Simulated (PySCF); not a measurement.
# Sn₂Te: relaxation and vibrations of the singlet

The task is one start of a wider search on Sn₂Te: the singlet, from a B3LYP minimum start. It is relaxed, tested by its Hessian and followed downhill if it is a saddle.

The runs use PySCF 2.14.0; B3LYP, basis Te def2-SVP with ECP28, Sn def2-SVP with ECP28, scalar-relativistic core potentials, no spin–orbit coupling, density fitting.

### Step 1. The starting structure

3 atoms, charge 0, spin multiplicity 1.

Bond lengths: Te1–Sn2 2.797 Å, Te1–Sn3 2.797 Å, Sn2–Sn3 2.972 Å. Angles: Sn2–Te1–Sn3 64.2°, Te1–Sn2–Sn3 57.9°, Te1–Sn3–Sn2 57.9°.

Coordinates in bohr (charge 0 multiplicity 1):
```
Te    0.0000    0.0000   -2.9039
Sn    2.8083    0.0000    1.5729
Sn   -2.8083    0.0000    1.5729
```

### Step 2. First SCF at the start

The steps below are one call of a driver around PySCF. For each, scf.py gives the equivalent set-up of the SCF; relaxations use the driver's own optimiser. After this first run the driver tries any further starts and a stability analysis.

Input file scf.py:

```python
from pyscf import gto, scf, dft
mol = gto.M(atom='''
Te    -0.000000     0.000000    -1.536681
Sn     1.486110    -0.000000     0.832367
Sn    -1.486110     0.000000     0.832367''',
    basis={'Te': 'def2-SVP', 'Sn': 'def2-SVP'},
    ecp={'Te': 'def2-SVP', 'Sn': 'def2-SVP'},
    charge=0, spin=0)
mf = dft.RKS(mol, xc='B3LYP')
mf.grids.atom_grid = (50, 194)
aux = {'Te': 'def2-universal-JKFIT', 'Sn': 'def2-universal-JKFIT'}
mf = mf.density_fit(auxbasis=aux)
mf.conv_tol = 1e-08
mf.diis_space = 10
mf.max_cycle = 60
mf.init_guess = 'huckel'
mf.verbose = 4
mf.kernel()
```

On the command line:

```sh
> OMP_NUM_THREADS=2 python axn.py task.json out
```

The runs that follow: Relaxation: B3LYP minimum start, singlet; Frequencies.

What does the calculation give? Wanted: minimum; geometry; wavenumbers; dipole moment; highest occupied, lowest empty level; polar-tensor charge of Te1; zero-point energy; atomisation energy.

**Answer**, as computed:

| quantity | value |
| --- | --- |
| minimum | singlet, C2v |
| geometry | Sn–Sn 2.972 Å, Te–Sn 2.797 Å (×2); Sn–Sn–Te 57.9° (×2), Sn–Te–Sn 64.2° |
| wavenumbers (cm⁻¹) | 136 (a1), 153 (b2), 208 (a1) |
| dipole moment | 1.74 D |
| highest occupied, lowest empty level | -5.05, -3.18 eV |
| polar-tensor charge of Te1 | -0.45 e |
| zero-point energy | 3.0 kJ/mol |
| entropy at 298.15 K | 337.4 J/(mol K) |
| atomisation energy (no zero-point energy) | 599 kJ/mol |

What this shows: The molecule stays C2v, as typed, and the end point is a minimum. The strongest infrared band lies at 208 cm⁻¹ (a1). Only this shape and spin were tried, so other structures or states may lie lower. Spin–orbit coupling is left out.
